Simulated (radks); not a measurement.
# Ge inside a hard spherical wall

What does compression do to the levels of Ge? A hard sphere of shrinking radius stands in for pressure; the configuration is held at [Ar] 3d10 4s2 4p2.

The numbers are computed with radks (a radial shooting solver on a logarithmic mesh, Libxc functionals) version 1 (non-relativistic Kohn-Sham, LDA (Slater exchange, VWN5 correlation), spin-unpolarised, spherical densities, point nucleus), except any that are marked as measured or tabulated.

### Step 1. The system

* element: germanium (Z = 32)
* charge: 0
* electrons: 32
* configuration: [Ar] 3d10 4s2 4p2

The outer shells:

Ge
```
[Ar] core
3d [↑↓][↑↓][↑↓][↑↓][↑↓]
4s [↑↓]
4p [↑ ][↑ ][  ]
```

In the logs a row gives level, spin channel, occupation and eigenvalue; Etot, Ekin, Encl (electron-nucleus), Eh (Hartree) and Exc are energies, all in hartree; err is the last residual, it the number of iterations.

### Step 2. The free atom

Input:

```text
Z 32
configuration [Ar] 3d10 4s2 4p2 5s0 4d0 5p0
relativity non-relativistic
functional lda,vwn5
spin unpolarised
nucleus point
```

On the command line:

```sh
$ python run_ks.py task.json out
```

The same process makes all the runs of this session.

Output:

```text
1s      1   2.0000        -396.29299064
2s      1   2.0000         -49.05528244
2p      1   6.0000         -43.72012886
3s      1   2.0000          -5.96147155
3p      1   6.0000          -4.19482182
3d      1  10.0000          -1.11731556
4s      1   2.0000          -0.42652331
4p      1   2.0000          -0.14988235
5s      1   0.0000          -0.01568981
4d      1   0.0000           0.00019524
5p      1   0.0000           0.00011853
Etot -2073.8073319491536
Ekin 2071.782092458171
Encl -4965.789423174509
Eh 895.9456382890077
Exc -75.74563952182356
err 3.898139990615537e-09
it 15
```

It took 0.11 s on 1 thread of AMD EPYC 7R43, shared host; peak memory 0.24 GiB.

The top filled level is 4p, -4.079 eV.

Radial moments (bohr):

```csv
level,occupation,energy (eV),<r>,outermost maximum (interpolated),90 % within,nodes
2s,2,-1334.9,0.2142,0.180,0.331,1
2p,6,-1189.7,0.1854,0.143,0.302,0
3s,2,-162.22,0.6364,0.552,0.952,2
3p,6,-114.15,0.6525,0.547,1.00,1
3d,10,-30.404,0.7332,0.501,1.24,0
4s,2,-11.606,2.142,1.76,3.25,3
4p,2,-4.079,2.882,2.21,4.55,2
5s,0,-0.427,8.110,6.39,12.6,4
```

Radial density 4πr²ρ:

```csv
r (bohr),4πr²ρ (e/bohr)
0.00156,0.6234
0.00249,1.486
0.00396,3.423
0.00634,7.554
0.0101,15.05
0.0160,26.09
0.0255,36.52
0.0409,37.87
0.0651,31.82
0.103,37.72
0.165,44.75
0.264,26.97
0.420,26.11
0.667,24.26
1.06,8.003
1.70,2.648
2.71,1.317
4.30,0.2978
6.85,0.02158
```

### Step 3. Wall at 20 bohr

Input: that of step 2 with these lines changed.

```diff
@@ -6 +6,2 @@
 nucleus point
+wall 20 bohr
```

Output:

```text
1s      1   2.0000        -396.29299056
2s      1   2.0000         -49.05528236
2p      1   6.0000         -43.72012878
3s      1   2.0000          -5.96147147
3p      1   6.0000          -4.19482174
3d      1  10.0000          -1.11731548
4s      1   2.0000          -0.42652324
4p      1   2.0000          -0.14988229
5s      1   0.0000          -0.01519955
4d      1   0.0000           0.02817893
5p      1   0.0000           0.01340411
Etot -2073.8073319427112
Ekin 2071.782092587294
Encl -4965.789425726735
Eh 895.9456407919655
Exc -75.74563959523553
err 3.898009966154333e-09
it 15
```

Wall time 0.11 s (1 thread of AMD EPYC 7R43, shared host); peak memory 0.24 GiB.

E − E(step 2, the free atom) = +0.000 eV. Highest occupied level: 4p at -4.079 eV.

### Step 4. Wall at 12 bohr

Input: that of step 3 with these lines changed.

```diff
@@ -6,2 +6,2 @@
 nucleus point
-wall 20 bohr
+wall 12 bohr
```

Output:

```text
1s      1   2.0000        -396.29274212
2s      1   2.0000         -49.05503753
2p      1   6.0000         -43.71988345
3s      1   2.0000          -5.96122701
3p      1   6.0000          -4.19457731
3d      1  10.0000          -1.11707210
4s      1   2.0000          -0.42631975
4p      1   2.0000          -0.14968866
5s      1   0.0000          -0.00454626
4d      1   0.0000           0.05573573
5p      1   0.0000           0.04669867
Etot -2073.8072883603636
Ekin 2071.7826009230903
Encl -4965.7973197528
Eh 895.9533133801743
Exc -75.7458829108283
err 3.821178377194604e-09
it 15
```

Wall time 0.1 s (1 thread of AMD EPYC 7R43, shared host); peak memory 0.24 GiB.

Energy against step 2 (the free atom): +0.001 eV. Highest occupied level: 4p at -4.073 eV.

### Step 5. Wall at 10 bohr

Input: that of step 4 with these lines changed.

```diff
@@ -6,2 +6,2 @@
 nucleus point
-wall 12 bohr
+wall 10 bohr
```

Output:

```text
1s      1   2.0000        -396.29139307
2s      1   2.0000         -49.05371226
2p      1   6.0000         -43.71855486
3s      1   2.0000          -5.95990442
3p      1   6.0000          -4.19325497
3d      1  10.0000          -1.11575675
4s      1   2.0000          -0.42524933
4p      1   2.0000          -0.14862466
5s      1   0.0000           0.01199136
4d      1   0.0000           0.07550211
5p      1   0.0000           0.08102778
Etot -2073.8069455597238
Ekin 2071.78576722981
Encl -4965.840185101508
Eh 895.9947038504462
Exc -75.74723153847219
err 3.4474448289051947e-09
it 15
```

It took 0.09 s on 1 thread of AMD EPYC 7R43, shared host; peak memory 0.24 GiB.

Energy against step 2 (the free atom): +0.011 eV. The top filled level is 4p, -4.044 eV.

### Step 6. Wall at 7 bohr

Input: that of step 5 with these lines changed.

```diff
@@ -6,2 +6,2 @@
 nucleus point
-wall 10 bohr
+wall 7 bohr
```

Output:

```text
1s      1   2.0000        -396.27207533
2s      1   2.0000         -49.03489696
2p      1   6.0000         -43.69967311
3s      1   2.0000          -5.94115208
3p      1   6.0000          -4.17451125
3d      1  10.0000          -1.09716696
4s      1   2.0000          -0.41089833
4p      1   2.0000          -0.13244570
5s      1   0.0000           0.11936976
4d      1   0.0000           0.15626723
5p      1   0.0000           0.25174950
Etot -2073.797258342195
Ekin 2071.8481865949843
Encl -4966.456039865161
Eh 896.577567023913
Exc -75.76697209593141
err 2.2190484230786303e-09
it 14
```

Run time: 0.09 s. Hardware: 1 thread of AMD EPYC 7R43, shared host; peak memory 0.24 GiB.

E − E(step 2, the free atom) = +0.274 eV. 4p is the highest filled level (-3.604 eV).

### Step 7. Wall at 5 bohr

Input: that of step 6 with these lines changed.

```diff
@@ -6,2 +6,2 @@
 nucleus point
-wall 7 bohr
+wall 5 bohr
```

Output:

```text
1s      1   2.0000        -396.18554848
2s      1   2.0000         -48.95201190
2p      1   6.0000         -43.61634534
3s      1   2.0000          -5.85878855
3p      1   6.0000          -4.09224470
3d      1  10.0000          -1.01608653
4s      1   2.0000          -0.34741862
4p      1   2.0000          -0.05036716
5s      1   0.0000           0.48297793
4d      1   0.0000           0.35610602
5p      1   0.0000           0.71907903
Etot -2073.7065145912293
Ekin 2072.2888413699698
Encl -4969.252351240563
Eh 899.113779616383
Exc -75.85678433701885
err 6.043255929351103e-09
it 14
```

Run time: 0.1 s. Hardware: 1 thread of AMD EPYC 7R43, shared host; peak memory 0.24 GiB.

E − E(step 2, the free atom) = +2.743 eV. Highest occupied level: 4p at -1.371 eV.

### Step 8. Wall at 4 bohr

Input: that of step 7 with these lines changed.

```diff
@@ -6,2 +6,2 @@
 nucleus point
-wall 5 bohr
+wall 4 bohr
```

Output:

```text
1s      1   2.0000        -396.04510718
2s      1   2.0000         -48.82007476
2p      1   6.0000         -43.48341001
3s      1   2.0000          -5.72889814
3p      1   6.0000          -3.96265828
3d      1  10.0000          -0.88931404
4s      1   2.0000          -0.22974109
4p      1   2.0000           0.10554524
5s      1   0.0000           1.07376759
4d      1   0.0000           0.64227152
5p      1   0.0000           1.40324600
Etot -2073.447304491913
Ekin 2073.3260155694634
Encl -4973.863084013755
Eh 903.0960983813012
Exc -76.00633442892274
err 5.154138029683563e-10
it 14
```

Wall time 0.09 s (1 thread of AMD EPYC 7R43, shared host); peak memory 0.24 GiB.

Energy against step 2 (the free atom): +9.797 eV. 4p is the highest filled level (2.872 eV).

### Step 9. Wall at 3 bohr

Input: that of step 8 with these lines changed.

```diff
@@ -6,2 +6,2 @@
 nucleus point
-wall 4 bohr
+wall 3 bohr
```

Output:

```text
1s      1   2.0000        -395.68570537
2s      1   2.0000         -48.48926074
2p      1   6.0000         -43.14913515
3s      1   2.0000          -5.41640665
3p      1   6.0000          -3.65179613
3d      1  10.0000          -0.58660359
4s      1   2.0000           0.15562514
4p      1   2.0000           0.59265344
5s      1   0.0000           2.73400856
4d      1   0.0000           1.39110653
5p      1   0.0000           3.20915503
Etot -2072.3100157826498
Ekin 2077.190824003874
Encl -4985.823845417019
Eh 912.7364398929077
Exc -76.41343426241237
err 6.92186988507269e-10
it 14
```

It took 0.09 s on 1 thread of AMD EPYC 7R43, shared host; peak memory 0.24 GiB.

Energy against step 2 (the free atom): +40.744 eV. The top filled level is 4p, 16.127 eV.

### Step 10. Wall at 2 bohr

Input: that of step 9 with these lines changed.

```diff
@@ -6,2 +6,2 @@
 nucleus point
-wall 3 bohr
+wall 2 bohr
```

Output:

```text
1s      1   2.0000        -394.31388167
2s      1   2.0000         -47.24536363
2p      1   6.0000         -41.88710428
3s      1   2.0000          -4.41036759
3p      1   6.0000          -2.65254845
3d      1  10.0000           0.42814949
4s      1   2.0000           2.09728643
4p      1   2.0000           2.81192923
5s      1   0.0000           9.16130585
4d      1   0.0000           4.11262308
5p      1   0.0000           9.78678125
Etot -2065.0097943406417
Ekin 2099.5959198690684
Encl -5031.783724862404
Eh 945.253054241288
Exc -78.07504358859455
err 4.519691436917396e-09
it 13
```

Wall time 0.09 s (1 thread of AMD EPYC 7R43, shared host); peak memory 0.24 GiB.

Energy against step 2 (the free atom): +239.393 eV. 4p is the highest filled level (76.516 eV).

### Step 11. Wall at 1.5 bohr

Input: that of step 10 with these lines changed.

```diff
@@ -6,2 +6,2 @@
 nucleus point
-wall 2 bohr
+wall 1.5 bohr
```

Output:

```text
1s      1   2.0000        -391.66376986
2s      1   2.0000         -44.90915722
2p      1   6.0000         -39.50038365
3s      1   2.0000          -2.80490762
3p      1   6.0000          -1.01231571
3d      1  10.0000           2.21782135
4s      1   2.0000           6.54215729
4p      1   2.0000           7.45820657
5s      1   0.0000          20.66545101
4d      1   0.0000           8.83464672
5p      1   0.0000          21.05240202
Etot -2045.3679081270252
Ekin 2156.555024652149
Encl -5120.774315207878
Eh 1000.0547043834794
Exc -81.20332195477522
err 3.203733664520218e-09
it 13
```

Wall time 0.09 s (1 thread of AMD EPYC 7R43, shared host); peak memory 0.24 GiB.

E − E(step 2, the free atom) = +773.876 eV. Highest occupied level: 4p at 202.95 eV.

### Step 12. What came out

```csv
R (bohr),E − E(free) (eV),ε(4p) (eV),"ε(5s, empty) (eV)","ε(5p, empty) (eV)","ε(4d, empty) (eV)",pressure (GPa)
free,0.000,-4.079,-0.427,-,-,0
20,0.000,-4.079,-0.414,0.365,0.767,< 0.0001
12,0.001,-4.073,-0.124,1.271,1.517,0.000777
10,0.011,-4.044,0.326,2.205,2.055,0.00982
7,0.274,-3.604,3.248,6.850,4.252,0.531
5,2.743,-1.371,13.142,19.567,9.690,11.5
4,9.797,2.872,29.219,38.184,17.477,70.3
3,40.744,16.127,74.396,87.326,37.854,602
2,239.39,76.516,249.29,266.31,111.91,10740
1.5,773.88,202.95,562.34,572.87,240.40,78646
```

In words: At the tightest wall, 1.5 bohr, the energy stands 773.88 eV above the free atom and the pressure, −dE/dV, is 78646 GPa. Of the levels in the table that exist at both ends, 5s (empty) rises most from the free atom (562.76 eV). From R = 4 bohr inwards the highest occupied level lies above zero, pushed up by confinement. Shells are not refilled when levels cross, and a hard wall is a model, not a crystal.
